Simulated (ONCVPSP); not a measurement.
**Chlorine: generating and testing an ONCV potential**

Task: generate the file, and judge it by its errors in other configurations, its logarithmic derivatives, its ghosts and its cutoff.

Program: ONCVPSP 4.0.1.1 (patched build). Reference atom: PBEsol, scalar-relativistic, spherical and spin-unpolarised. All values are calculated.

## 1. Settings

Typed settings, in words:

| Item | Value |
| --- | --- |
| element | chlorine (Cl, Z = 17) |
| type | optimised norm-conserving Vanderbilt (ONCV) |
| frozen core | [He] |
| valence charge | 15 |
| reference configuration | 2s2 2p6 3s2 3p5 |
| partial waves | 2s+3s: rc 0.70 bohr, ncon 4, nbas 8, qcut 17.2 1/bohr, 2 projectors; 2p+3p: rc 0.70 bohr, ncon 4, nbas 9, qcut 17.4 1/bohr, 2 projectors; d scattering state at 0.07 Ha: rc 0.65 bohr, ncon 3, nbas 6, qcut 15.5 1/bohr, 1 projector |
| local potential | polynomial inside 0.40 bohr (lpopt 5, dvloc0 0 Ha) |
| core correction | not asked for |

The outer shells as boxes (Hund's rule for the drawing; the calculation is spin-unpolarised):

```
[He] core
2s [↑↓]
2p [↑↓][↑↓][↑↓]
3s [↑↓]
3p [↑↓][↑↓][↑ ]
```

An earlier all-electron run gives the scale for the radii.

All-electron outer shells of the reference configuration (PBEsol, scalar-relativistic, ld1.x):

| shell | level (eV) | outermost node (bohr) | outermost maximum (bohr) |
| --- | --- | --- | --- |
| 1s | -2746.82 | – | 0.06 |
| 2s | -252.19 | 0.12 | 0.36 |
| 2p | -191.42 | – | 0.30 |
| 3s | -20.62 | 0.56 | 1.27 |
| 3p | -8.56 | 0.53 | 1.43 |

## 2. Generating the potential

Cl.dat reads:

```
# ATOM AND REFERENCE CONFIGURATION
# atsym  z   nc   nv     iexc    psfile
  Cl 17.00    1    4  -116133      upf
#
#   n    l    f
    1    0    2.00
    2    0    2.00
    2    1    6.00
    3    0    2.00
    3    1    5.00
#
# PSEUDOPOTENTIAL AND OPTIMIZATION
# lmax
    2
#
#   l,   rc,      ep,       ncon, nbas, qcut
    0    0.70    0.00    4    8   17.20
    1    0.70    0.00    4    9   17.40
    2    0.65    0.07    3    6   15.50
#
# LOCAL POTENTIAL
# lloc, lpopt,  rc(5),   dvloc0
    4    5    0.40    0.00
#
# VANDERBILT-KLEINMAN-BYLANDER PROJECTORs
# l, nproj, debl
    0    2    1.30
    1    2    3.90
    2    1    3.70
#
# MODEL CORE CHARGE
# icmod, fcfact, rcfact
    0    0.00    0.00
#
# LOG DERIVATIVE ANALYSIS
# epsh1, epsh2, depsh
  -11.00    5.00    0.04
#
# OUTPUT GRID
# rlmax, drl
    6.00    0.01
#
# TEST CONFIGURATIONS
# ncnf
    4
# nvcnf
#   n    l    f
    4
    2    0    2.00
    2    1    6.00
    3    0    2.00
    3    1    4.00
#
    4
    2    0    2.00
    2    1    6.00
    3    0    2.00
    3    1    3.00
#
    4
    2    0    2.00
    2    1    6.00
    3    0    2.00
    3    1    2.00
#
    4
    2    0    2.00
    2    1    6.00
    3    0    2.00
    3    1    1.00
#
```

On the command line:

```bash
$ oncvpsp.x < Cl.dat > Cl.out
```

Q: Predict the outcome of this session. Wanted: cutoffs for 1 and 0.1 mHa per electron, occupied waves; bound ghosts; GHOST(+) flags; largest test error; largest phase difference near zero energy, channels read.

As calculated:

| quantity | value |
| --- | --- |
| cutoffs for 1 and 0.1 mHa per electron, occupied waves | 140 Ha and 295 Ha |
| bound ghosts | none found |
| GHOST(+) flags | none at low energy |
| largest test error (AE − PS) | +30 meV, for 2s2 2p6 3s2 3p1 |
| largest phase difference near zero energy, channels read | 0.000 rad |

In words: The worst unpolarised test, 2s2 2p6 3s2 3p1, is off by 30 meV on 129.7 eV; by total energies transferability rates as fair. That test lies far up in energy; among those under 40 eV, nearer to bonding, the largest error is 4.5 meV. By its cutoff, 140 Ha for the looser tolerance, it is very hard. No bound ghost shows below the valence levels. Near zero energy the phases of the channels with partial waves agree within 0.001 rad.
